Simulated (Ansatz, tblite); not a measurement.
# Cis-Sn(H2O)2Cl4 (Cl₄H₄O₂Sn): charged states by level of theory

Aim: the energy of removing and adding an electron for cis-Sn(H2O)2Cl4 (Cl₄H₄O₂Sn), by energy differences, and how well orbital energies stand in for it.

Method: as each input shows; program: Ansatz 0.2.0, Gaussian basis.

Plan: charge +1 doublet, at the geometry of the singlet (PBE0-D4/def2-TZVP, PBE-D4/def2-TZVP, HF/def2-TZVP); charge -1 doublet, at the geometry of the singlet (PBE0-D4/def2-SVP, PBE-D4/def2-SVP, HF/def2-SVP); the starting singlet's energies come from earlier runs.

5 further runs of the same task are left out: 2 that didn't finish, 3 set aside as unsound or not needed. Runs told in other sessions of the task aren't counted.

**1. The geometry**

The geometry is that of the singlet, from an earlier relaxation (PBE0-D4/def2-SVP).

11 atoms, charge 0, spin multiplicity 1.

Atoms are counted from 1 here; the program's logs count them from 0.

Bond lengths: Sn1–O2 2.335 Å, Sn1–Cl5 2.359 Å, Sn1–O6 2.335 Å, Sn1–Cl9 2.360 Å, Sn1–Cl10 2.391 Å, Sn1–Cl11 2.391 Å, O2–H3 0.974 Å, O2–H4 0.970 Å, O6–H7 0.974 Å, O6–H8 0.970 Å. Angles: O2–Sn1–Cl5 166.8°, O2–Sn1–O6 81.7°, O2–Sn1–Cl9 85.5°, O2–Sn1–Cl10 82.4°, O2–Sn1–Cl11 77.8°, Cl5–Sn1–O6 85.5°, Cl5–Sn1–Cl9 107.4°, Cl5–Sn1–Cl10 98.1°, Cl5–Sn1–Cl11 97.4°, O6–Sn1–Cl9 166.8°, O6–Sn1–Cl10 77.8°, O6–Sn1–Cl11 82.4°, Cl9–Sn1–Cl10 97.4°, Cl9–Sn1–Cl11 98.1°, Cl10–Sn1–Cl11 153.7°, Sn1–O2–H3 100.3°, Sn1–O2–H4 105.4°, H3–O2–H4 106.1° and more.

Coordinates:

```mol
Cl4H4O2Sn
  3D, bonds by distance, orders not assigned

 11 10  0  0  0  0  0  0  0  0999 V2000
   -0.5438   -0.0062   -0.5346 Sn  0  0
   -0.3551    0.0274    1.7924 O   0  0
   -0.3537   -0.9279    1.9801 H   0  0
   -1.2057    0.3634    2.1156 H   0  0
   -0.2105   -0.1741   -2.8644 Cl  0  0
    1.7864   -0.0100   -0.3850 O   0  0
    1.9633    0.9473   -0.3993 H   0  0
    2.1001   -0.3541   -1.2358 H   0  0
   -2.8693    0.1374   -0.1619 Cl  0  0
   -0.0483    2.3198   -0.2915 Cl  0  0
   -0.2634   -2.3230   -0.0156 Cl  0  0
  1  2  8  0
  1  5  8  0
  1  6  8  0
  1  9  8  0
  1 10  8  0
  1 11  8  0
  2  3  8  0
  2  4  8  0
  6  7  8  0
  6  8  8  0
M  END
```

Sn takes a core potential in the def2 sets. No spin-orbit coupling is included.

**2. Charge +1 doublet at the fixed geometry, PBE0-D4/def2-TZVP**

in.yaml

```yaml
crystal:
  periodic: [false, false, false]
  atoms:
    - {symbol: Sn, position_ang: [-0.543817, -0.006185, -0.534643]}
    - {symbol: O, position_ang: [-0.355137, 0.027401, 1.792439]}
    - {symbol: H, position_ang: [-0.353680, -0.927884, 1.980139]}
    - {symbol: H, position_ang: [-1.205685, 0.363355, 2.115624]}
    - {symbol: Cl, position_ang: [-0.210515, -0.174097, -2.864369]}
    - {symbol: O, position_ang: [1.786419, -0.009957, -0.385045]}
    - {symbol: H, position_ang: [1.963290, 0.947286, -0.399270]}
    - {symbol: H, position_ang: [2.100141, -0.354120, -1.235819]}
    - {symbol: Cl, position_ang: [-2.869316, 0.137382, -0.161941]}
    - {symbol: Cl, position_ang: [-0.048313, 2.319780, -0.291454]}
    - {symbol: Cl, position_ang: [-0.263387, -2.322980, -0.015649]}
basis:
  gaussian: {orbitals: def2-TZVP}
total_charge: 1
magnetization: {spin_polarized: true, initial_magnetization: 1}
hamiltonian: {xc: pbe0, dispersion: d4}
scf: {omitted_lower_state_checks: [starts]}
output: {orbitals: {seedname: orbitals}}
```

Command:

```console
$ ansatz run in.yaml --threads 4 --pin off --events-out ev --progress --plain --max-ram 4787MiB
```

Output:

```text
Functional definition: PBE0
  name "PBE0"
  cite "Adamo & Barone, J. Chem. Phys. 110, 6158 (1999) doi:10.1063/1.478522"
  cite "Perdew, Burke & Ernzerhof, Phys. Rev. Lett. 77, 3865 (1996) doi:10.1103/PhysRevLett.77.3865"
  parent pbe
  parameter a = 0.25
  parameter kappa = 0.804
  parameter beta = 0.06672455060314922
  exchange = (1 - a)*pbe_x(kappa = kappa, mu = beta*pi^2/3) + a*exact_x
  correlation = pbe_c(beta = beta)
these checks for a lower state are left out or cut short: starts
2011 factors; their error is unknown
the host lacks memory for fits, so the integrals are decomposed
1924 factors; integrals over basis functions are off by at most 1.6e-3 eV
mean field evaluation 1: about -60047.6044 eV, gradient 6.0e1 eV
mean field evaluation 2: about -60009.5651 eV, gradient 1.1e2 eV
mean field evaluation 4: about -60058.8500 eV, gradient 6.2e0 eV
mean field evaluation 8: about -60058.9946 eV, gradient 9.8e-1 eV
mean field evaluation 16: about -60059.2097 eV, gradient 3.2e-2 eV
mean field evaluation 32: about -60059.2097 eV, gradient 6.2e-4 eV
mean field -60059.20969227 eV, -2207.1352465963 hartree, gradient 1.1e-5 eV, S^2 0.754084; 0 other end points of the search recorded, 0 dependent functions left out
reference -60059.20972775 eV, -2207.1352479002 hartree; 55, 54 occupied and 229, 230 virtual orbitals, 1924 factors
Total energy: -60059.58390931 eV, -2207.1489988192 hartree
Checks for a lower state left out: starts
```

Run time: 24 s. Hardware: 4 threads of AMD EPYC 7B13, shared host; peak memory 1.4 GiB.

HOMO -13.50 eV, LUMO -12.32 eV (over both spins); ⟨S²⟩ 0.754 (pure: 0.75).

**3. Charge +1 doublet at the fixed geometry, PBE-D4/def2-TZVP**

start.molden holds the orbitals of an earlier run on this state, given as this run's starting guess.

in.yaml: that of step 2 with these lines changed.

```diff
@@ -15,6 +15,6 @@
 basis:
-  gaussian: {orbitals: def2-TZVP}
+  gaussian: {orbitals: def2-TZVP, initial_orbitals: start.molden}
 total_charge: 1
 magnetization: {spin_polarized: true, initial_magnetization: 1}
-hamiltonian: {xc: pbe0, dispersion: d4}
+hamiltonian: {xc: pbe, dispersion: d4}
 scf: {omitted_lower_state_checks: [starts]}
```

Same command.

Output:

```text
Functional definition: PBE
  name "PBE"
  cite "Perdew, Burke & Ernzerhof, Phys. Rev. Lett. 77, 3865 (1996) doi:10.1103/PhysRevLett.77.3865"
  parent pbe
  parameter kappa = 0.804
  parameter beta = 0.06672455060314922
  exchange = pbe_x(kappa = kappa, mu = beta*pi^2/3)
  correlation = pbe_c(beta = beta)
these checks for a lower state are left out or cut short: starts
1890 factors; their error is unknown
mean field evaluation 1: about -60055.4790 eV, gradient 1.3e1 eV
mean field evaluation 2: about -60055.6844 eV, gradient 3.0e-1 eV
mean field evaluation 4: about -60055.6730 eV, gradient 9.0e-3 eV
mean field evaluation 8: about -60055.6730 eV, gradient 2.2e-5 eV
mean field evaluation 16: about -60055.6730 eV, gradient 2.7e-6 eV
mean field -60055.67303915 eV, -2207.0052769915 hartree, gradient 2.7e-6 eV, S^2 0.751288; 0 other end points of the search recorded, 0 dependent functions left out
reference -60055.67308734 eV, -2207.0052787623 hartree; 55, 54 occupied and 229, 230 virtual orbitals, 1890 factors
Total energy: -60056.10264056 eV, -2207.0210645520 hartree
Checks for a lower state left out: starts
```

Wall time 8 s (4 threads of AMD EPYC 7B13, shared host); peak memory 0.65 GiB.

From the report: HOMO -12.39 eV, LUMO -12.33 eV (over both spins); ⟨S²⟩ 0.751 (pure: 0.75).

**4. Charge +1 doublet at the fixed geometry, HF/def2-TZVP**

in.yaml: that of step 3 with these lines changed.

```diff
@@ -18,3 +18,3 @@
 magnetization: {spin_polarized: true, initial_magnetization: 1}
-hamiltonian: {xc: pbe, dispersion: d4}
+hamiltonian: {xc: hf}
 scf: {omitted_lower_state_checks: [starts]}
```

Launched as before.

Output:

```text
Functional definition: HF
  name "HF"
  cite "Fock, Z. Phys. 61, 126 (1930) doi:10.1007/BF01340294"
  parent pbe
  exchange = exact_x
  correlation = 0
these checks for a lower state are left out or cut short: starts
2356 factors; their error is unknown
mean field evaluation 1: about -59952.2497 eV, gradient 3.6e1 eV
mean field evaluation 2: about -59953.7241 eV, gradient 1.8e0 eV
mean field evaluation 4: about -59954.5940 eV, gradient 2.3e0 eV
mean field evaluation 8: about -59955.8840 eV, gradient 6.1e-1 eV
mean field evaluation 16: about -59955.8845 eV, gradient 9.2e-6 eV
mean field -59955.88454568 eV, -2203.3381174956 hartree, gradient 9.2e-6 eV, S^2 0.761423; 0 other end points of the search recorded, 0 dependent functions left out
reference -59955.88454568 eV, -2203.3381174956 hartree; 55, 54 occupied and 229, 230 virtual orbitals, 2356 factors
Total energy: -59955.88454568 eV, -2203.3381174956 hartree
Checks for a lower state left out: starts
```

Run time: 67 s. Hardware: 4 threads of AMD EPYC 7B13, shared host; peak memory 1.6 GiB.

HOMO -16.26 eV, LUMO -8.48 eV (over both spins); ⟨S²⟩ 0.761 (pure: 0.75).

**5. Vertical ionisation energy**

Charged state less starting state, singlet to doublet; the starting state's energies are those of its earlier runs.

| level | vertical ionisation energy (eV) | time |
| --- | --- | --- |
| HF/def2-TZVP | +10.36 | 74 s |
| PBE-D4/def2-TZVP | +9.87 | 12 s |
| PBE0-D4/def2-TZVP | +10.58 | 33 s |

Times add the two runs; a level without a time comes out of a correlated run.

Beside −ε(HOMO) of the starting state:

| level | −ε(HOMO) (eV) | by difference (eV) | mismatch (eV) |
| --- | --- | --- | --- |
| PBE-D4/def2-TZVP | 7.36 | 9.87 | -2.51 |
| PBE0-D4/def2-TZVP | 8.80 | 10.58 | -1.78 |

**6. Charge -1 doublet at the fixed geometry, PBE0-D4/def2-SVP**

in.yaml: that of step 4 with these lines changed.

```diff
@@ -15,6 +15,6 @@
 basis:
-  gaussian: {orbitals: def2-TZVP, initial_orbitals: start.molden}
-total_charge: 1
+  gaussian: {orbitals: def2-SVP}
+total_charge: -1
 magnetization: {spin_polarized: true, initial_magnetization: 1}
-hamiltonian: {xc: hf}
+hamiltonian: {xc: pbe0, dispersion: d4}
 scf: {omitted_lower_state_checks: [starts]}
```

Launched as before.

Output, cut to the lines that bear on the results:

```text
Functional definition: PBE0
  name "PBE0"
  cite "Adamo & Barone, J. Chem. Phys. 110, 6158 (1999) doi:10.1063/1.478522"
  cite "Perdew, Burke & Ernzerhof, Phys. Rev. Lett. 77, 3865 (1996) doi:10.1103/PhysRevLett.77.3865"
  parent pbe
[...]
1444 factors; integrals over basis functions are off by at most 1.4e-3 eV
[...]
mean field -60048.01642734 eV, -2206.7239016973 hartree, gradient 3.1e-5 eV, S^2 0.751202; 0 other end points of the search recorded, 0 dependent functions left out
reference -60048.01645619 eV, -2206.7239027577 hartree; 56, 55 occupied and 90, 91 virtual orbitals, 1444 factors
Total energy: -60048.43472065 eV, -2206.7392736929 hartree
Checks for a lower state left out: starts
```

Run time: 4.4 s. Hardware: 4 threads of AMD EPYC 7B13, shared host; peak memory 0.81 GiB.

From the report: HOMO 1.09 eV, LUMO 3.20 eV (over both spins); ⟨S²⟩ 0.751 (pure: 0.75). Doubts: highest occupied level lies above zero.

**7. Charge -1 doublet at the fixed geometry, PBE-D4/def2-SVP**

in.yaml: that of step 6 with these lines changed.

```diff
@@ -15,6 +15,6 @@
 basis:
-  gaussian: {orbitals: def2-SVP}
+  gaussian: {orbitals: def2-SVP, initial_orbitals: start.molden}
 total_charge: -1
 magnetization: {spin_polarized: true, initial_magnetization: 1}
-hamiltonian: {xc: pbe0, dispersion: d4}
+hamiltonian: {xc: pbe, dispersion: d4}
 scf: {omitted_lower_state_checks: [starts]}
```

Same command.

Output:

```text
Functional definition: PBE
  name "PBE"
  cite "Perdew, Burke & Ernzerhof, Phys. Rev. Lett. 77, 3865 (1996) doi:10.1103/PhysRevLett.77.3865"
  parent pbe
  parameter kappa = 0.804
  parameter beta = 0.06672455060314922
  exchange = pbe_x(kappa = kappa, mu = beta*pi^2/3)
  correlation = pbe_c(beta = beta)
these checks for a lower state are left out or cut short: starts
1589 factors; their error is unknown
mean field evaluation 1: about -60043.3050 eV, gradient 6.4e0 eV
mean field evaluation 2: about -60043.4394 eV, gradient 1.5e-1 eV
mean field evaluation 4: about -60043.3823 eV, gradient 1.6e-3 eV
mean field -60043.38230569 eV, -2206.5536008677 hartree, gradient 1.8e-5 eV, S^2 0.750385; 0 other end points of the search recorded, 0 dependent functions left out
reference -60043.38234424 eV, -2206.5536022845 hartree; 56, 55 occupied and 90, 91 virtual orbitals, 1589 factors
Total energy: -60043.86247800 eV, -2206.5712468747 hartree
Checks for a lower state left out: starts
```

Run time: 2.7 s. Hardware: 4 threads of AMD EPYC 7B13, shared host.

From the report: HOMO 1.97 eV, LUMO 2.34 eV (over both spins); ⟨S²⟩ 0.750 (pure: 0.75). Doubts: highest occupied level lies above zero.

**8. Charge -1 doublet at the fixed geometry, HF/def2-SVP**

in.yaml: that of step 7 with these lines changed.

```diff
@@ -18,3 +18,3 @@
 magnetization: {spin_polarized: true, initial_magnetization: 1}
-hamiltonian: {xc: pbe, dispersion: d4}
+hamiltonian: {xc: hf}
 scf: {omitted_lower_state_checks: [starts]}
```

Launched as before.

Output:

```text
Functional definition: HF
  name "HF"
  cite "Fock, Z. Phys. 61, 126 (1930) doi:10.1007/BF01340294"
  parent pbe
  exchange = exact_x
  correlation = 0
these checks for a lower state are left out or cut short: starts
1444 factors; integrals over basis functions are off by at most 1.4e-3 eV
mean field evaluation 1: about -59942.5456 eV, gradient 1.8e1 eV
mean field evaluation 2: about -59943.5000 eV, gradient 9.0e-1 eV
mean field evaluation 4: about -59943.5468 eV, gradient 1.2e-1 eV
mean field evaluation 8: about -59943.5469 eV, gradient 2.8e-5 eV
mean field -59943.54687461 eV, -2202.8847164466 hartree, gradient 2.8e-5 eV, S^2 0.756259; 0 other end points of the search recorded, 0 dependent functions left out
reference -59943.54687461 eV, -2202.8847164466 hartree; 56, 55 occupied and 90, 91 virtual orbitals, 1444 factors
Total energy: -59943.54687461 eV, -2202.8847164466 hartree
Checks for a lower state left out: starts
```

Wall time 2.6 s (4 threads of AMD EPYC 7B13, shared host).

Report: HOMO -0.59 eV, LUMO 7.29 eV (over both spins); ⟨S²⟩ 0.756 (pure: 0.75).

**9. Vertical electron affinity**

Starting state less charged state (positive: the electron is bound), singlet to doublet; the starting state's energies are those of its earlier runs.

| level | vertical electron affinity (eV) | time |
| --- | --- | --- |
| HF/def2-SVP | -0.28 |  |
| PBE-D4/def2-SVP | +0.74 | 4.1 s |
| PBE0-D4/def2-SVP | +0.81 | 6.8 s |

Times add the two runs; a level without a time comes out of a correlated run.

Beside −ε(LUMO) of the starting state:

| level | −ε(LUMO) (eV) | by difference (eV) | mismatch (eV) |
| --- | --- | --- | --- |
| PBE-D4/def2-SVP | 3.41 | 0.74 | +2.67 |
| PBE0-D4/def2-SVP | 2.66 | 0.81 | +1.85 |

**10. Summary of results**

| quantity | value |
| --- | --- |
| vertical ionisation energy, functionals in def2-TZVP | 9.87 (PBE-D4) to 10.58 eV (PBE0-D4) |
| vertical electron affinity, functionals in def2-SVP | 0.74 (PBE-D4) to 0.81 eV (PBE0-D4) |

What this shows: The vertical ionisation energy spans 9.87 to 10.58 eV over the functionals. −ε(HOMO) misses the level's own difference by -1.78 eV at best (PBE0-D4) and -2.51 eV at worst (PBE-D4). The vertical electron affinity spans 0.74 to 0.81 eV over the functionals. The anion's highest level lies above zero where self-interaction lifts it, so diffuse functions weigh on these values. −ε(LUMO) misses the level's own difference by +1.85 eV at best (PBE0-D4) and +2.67 eV at worst (PBE-D4).

The anion's highest level is positive in at least one run, so there the basis alone may hold the extra electron.
